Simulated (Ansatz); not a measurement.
The system is WS.

```
CELL_PARAMETERS angstrom
3.00789 0.00000 0.00000
0.00000 3.00789 0.00000
0.00000 0.00000 3.00789
ATOMIC_POSITIONS crystal
W 0.50000 0.50000 0.50000
S 0.00000 0.00000 0.00000
```

The cell was built by a generator and needn't be a form met in nature.

| Property | Result |
| --- | --- |
| Program | Ansatz 0.2.0 |
| Task | relaxation of cell and atoms |
| Functional | HSEsol |
| Potentials or basis | Ansatz PAW |
| Cutoff | 420 eV (not typed: the program's choice for these potentials) |
| k mesh | 5 × 5 × 5 |
| Occupations | fermi-dirac, width 0.05 eV |
| Spin | no spin polarisation |

At the start: volume 13.61 Å³/atom.

**Question.** How do energy, volume and symmetry change on relaxing?

**Answer.** It ends after 6 steps and the volume is 12.96 Å³/atom (-4.7 %); space group Pm-3m (No. 221, to 0.05 Å).

The path:
```csv
step,energy change (eV),largest force (eV/Å),volume (Å³)
1,0.0000,0.0000,27.21
2,-0.0264,0.0000,25.06
3,-0.0543,0.0000,26.00
4,-0.0546,0.0000,25.93
5,-0.0546,0.0000,25.92
6,-0.0540,0.0000,25.92
```

Final structure:
```
W S
1.0
     2.95960    0.00000    0.00000
     0.00000    2.95960    0.00000
     0.00000    0.00000    2.95960
W S
1 1
Direct
  0.50000 0.50000 0.50000
  0.00000 0.00000 0.00000
```

Caveat: the k mesh is coarse (spacing up to 0.42 Å⁻¹), so the values aren't converged, least of all with exact exchange; the plane-wave basis is chosen anew once the cell has moved, so the energies of steps on either side of that aren't comparable; the PAW data sets come from PBE, with cores solved anew for the run's functional, which leaves a small shift of forces and pressure.
